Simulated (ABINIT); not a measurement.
Zr2C:

```
CELL_PARAMETERS angstrom
1.66773 0.96287 5.38287
-1.66773 0.96287 5.38287
0.00000 -1.92573 5.38287
ATOMIC_POSITIONS crystal
Zr 0.25557 0.25557 0.25557
Zr 0.74443 0.74443 0.74443
C 0.00000 0.00000 0.00000
```

The cell was built by a generator and needn't be a form met in nature.

| Item | Value |
| --- | --- |
| Program | ABINIT 10.8.3 (patched build) |
| Task | single point |
| Functional | PBE |
| Potentials or basis | JTH PAW PBE v2.0 |
| Cutoff | 517 eV |
| k mesh | 9 × 9 × 9 |
| Occupations | fermi-dirac, width 0.05 eV |
| Spin | no spin polarisation |

On this cell: pressure -0.1 GPa; largest force 0.010 eV/Å; band gap on the k mesh none (metal or under the smearing width).

The same run follows on a disturbed copy (atoms moved at random, drawn with an rms of 0.05 Å):

```
Zr C
1.0
     1.66773    0.96287    5.38287
    -1.66773    0.96287    5.38287
     0.00000   -1.92573    5.38287
Zr C
2 1
Direct
  0.26411 0.26720 0.23898
  0.76767 0.74723 0.71426
  0.03676 0.98055 0.98579
```

Question: What changes?

Answer: The energy (extrapolated to zero smearing) moves by +20.7 meV/atom; pressure 1.7 GPa; largest force 1.096 eV/Å; band gap on the k mesh none (metal or under the smearing width).

Forces in eV/Å, atoms in the order of the input:
```
Zr   0.738 -0.010 -0.391
Zr   0.288 -0.339  0.548
C   -1.027  0.349 -0.157
```

Stress tensor (GPa, compression positive):
```
 1.07 -0.31 -1.41
-0.31  1.72 -0.95
-1.41 -0.95  2.35
```
